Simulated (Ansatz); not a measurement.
Tuning one run: r2SCAN, CuPt7 (Fm-3m), on 1 × H100

All times were clocked for whole runs of Ansatz 0.2.0, start-up included, one run at a time with no other job on the machine: a node with eight NVIDIA H100 80GB cards and 96 AMD EPYC 7R13 cores. Times and memory are rounded to two significant figures, and ratios are formed from the unrounded values. A row is a single run, so small differences between rows aren't established. System services beside the runs took up to 2 cores (rounded up). Precision is the program's default, which can work at lower precision in parts of a run. Card memory is the largest of readings taken every 0.4 s, so short peaks can be missed, and it isn't given for runs under about 3 s. It shows what a run took, which needn't be the least that it can run in: the program holds more work at once where threads and free memory allow.

Commands are shown without the flags for output files and display.

The folder soft_1 holds one of the program's own sets of PAW files, generated with PBE and used with every functional where the input names it. For this functional the program regenerates the frozen cores at set-up.

```
atoms                                                              : 8
valence electrons                                                  : 145
cell volume                                                        : 119.2 Å³
cutoff                                                             : 400 eV
k mesh                                                             : 18×18×18
k points solved                                                    : 195
symmetry operations used (translations within a supercell counted) : 48
plane waves at Γ                                                   : 2109
dense FFT grid                                                     : 40×40×40
bands at the start                                                 : 86
spin                                                               : none
first density                                                      : superposed atoms
```

Input:

```yaml
crystal:
  lattice:
    - [0.000000, 3.906401, 3.906401]
    - [3.906401, 0.000000, 3.906401]
    - [3.906401, 3.906401, 0.000000]
  atoms:
    - { symbol: Cu, position: [0.500000, 0.500000, 0.500000] }
    - { symbol: Pt, position: [0.000000, 0.000000, 0.000000] }
    - { symbol: Pt, position: [0.000000, 0.500000, 0.000000] }
    - { symbol: Pt, position: [0.500000, 0.000000, 0.000000] }
    - { symbol: Pt, position: [0.000000, 0.500000, 0.500000] }
    - { symbol: Pt, position: [0.500000, 0.000000, 0.500000] }
    - { symbol: Pt, position: [0.000000, 0.000000, 0.500000] }
    - { symbol: Pt, position: [0.500000, 0.500000, 0.000000] }
kpoints:
  mp_grid: { grid: [18, 18, 18] }
basis: { ecutwfc: 400 }
hamiltonian:
  xc: r2scan
  pseudopotentials: { azcp: { folder: soft_1 } }
scf:
  occupations: { method: gaussian, width: 0.05 }
```

The typed cutoff is below the 500 eV that the potentials recommend, and the program warns of it.

Base command:

```bash
ansatz run input.yaml --backend cuda --devices 1
```

Each row changes one flag of the command or one key of the input.

```
                            change  wall time  against the base  SCF clock  outside it  SCF iterations  Hamiltonian applications  residual at close of the first SCF (eV)  CPU time  host memory (GiB)  fullest card (GiB)           remarks
                              none      3.7 s               1.0      1.9 s       1.8 s              12                    366913                                     5e-8      16 s                1.3                  16                  
scf.mixing: { algorithm: broyden }      4.1 s               1.1      2.2 s       1.9 s              14                    410484                                     2e-8      18 s                1.3                  16  close not tested
```

The SCF clock is the program's own. It runs from the start of the first SCF loop to the final result and holds forces, stress, later SCFs and response steps. Outside it lie start-up, exit and the set-up ahead of the first loop, which depends on the cell and the method.

«close not tested»: by the log the mixer in use, unlike the mixer msr1, doesn't test the state at its close for stability, so the run does less than one with msr1.

Iterations aren't equal work: a pass can take more eigensolver sweeps or be solved again. The count of Hamiltonian applications to a band shows the eigensolver's work better.

Task: What does the change «scf.mixing: { algorithm: anderson }» do to the time?

Result: The run took 4.0 s, about 8 % more than the base, in 14 SCF iterations against 12. It counts 416473 Hamiltonian applications, against 366913. Of the wall time 2.2 s is on the SCF clock and 1.8 s outside. On the SCF clock alone it is 2.2 s against 1.9 s. Remarks: close not tested.
